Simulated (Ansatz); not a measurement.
**H₃NSiTe: one structure at several levels**

An exercise on one series of results from a longer session: the logs are not shown, and one member is left open.

Program: Ansatz 0.2.0, Gaussian basis. Level of theory: single points in def2-TZVPP. These are calculated values, not measurements.

Correlated methods freeze the cores. Filled d shells of the heavier atoms are correlated. Core potentials replace the inner electrons past krypton, and spin-orbit coupling is left out.

## The starting structure

6 atoms, charge 0, spin multiplicity 1.

Atoms are counted from 1 here; the program's logs count them from 0.

Bond lengths: Si1–N2 1.596 Å, Si1–H4 1.474 Å, Si1–H5 1.583 Å, N2–Te3 2.016 Å, Te3–H6 1.564 Å. Angles: N2–Si1–H4 116.5°, N2–Si1–H5 136.2°, H4–Si1–H5 107.1°, Si1–N2–Te3 134.3°, N2–Te3–H6 95.3°.

Coordinates:

```xyz
6
charge 0, multiplicity 1
Si   -0.95600    0.12740   -0.57560
N     0.20080   -0.80840    0.00140
Te    1.40400   -0.72560    1.61630
H    -1.67060   -0.36720   -1.76600
H    -1.51950    1.57270   -0.26010
H     2.46330    0.21820    0.95800
```

The first run:

run/in.yaml

```yaml
crystal:
  periodic: [false, false, false]
  atoms:
    - {symbol: Si, position_ang: [-0.956000, 0.127400, -0.575600]}
    - {symbol: N, position_ang: [0.200800, -0.808400, 0.001400]}
    - {symbol: Te, position_ang: [1.404000, -0.725600, 1.616300]}
    - {symbol: H, position_ang: [-1.670600, -0.367200, -1.766000]}
    - {symbol: H, position_ang: [-1.519500, 1.572700, -0.260100]}
    - {symbol: H, position_ang: [2.463300, 0.218200, 0.958000]}
basis:
  gaussian: {orbitals: def2-TZVPP}
correlation: {method: ccsd_t}
output: {forces: true}
```

The command line of these runs was not kept.

Steps of the session up to this table: CCSD(T)/def2-TZVPP; PBE0-D4/def2-TZVPP; wB97M-V/def2-TZVPP; r2SCAN-D4/def2-TZVPP; PBE-D4/def2-TZVPP; BLYP-D4/def2-TZVPP; HSE06-D4/def2-TZVPP.

One table of the session follows, with a row left open; its other results are not shown here.

| method | RMS force component (eV/Å) | angle to CCSD(T) forces (°) | dipole (D) |
| --- | --- | --- | --- |
| CCSD(T) | 0.793 | reference | 2.15 |
| PBE0-D4 | ? | ? | ? |
| wB97M-V | 0.768 | 17.4 | 2.39 |
| r2SCAN-D4 | 0.806 | 9.4 | 2.19 |
| PBE-D4 | 0.894 | 12.0 | 2.01 |
| BLYP-D4 | 0.928 | 14.4 | 1.97 |
| HSE06-D4 | 0.794 | 14.0 | 2.33 |

Estimate the missing values for PBE0-D4.

**Answer.** RMS force component (eV/Å): 0.793; angle to CCSD(T) forces (°): 14.7; dipole (D): 2.34.
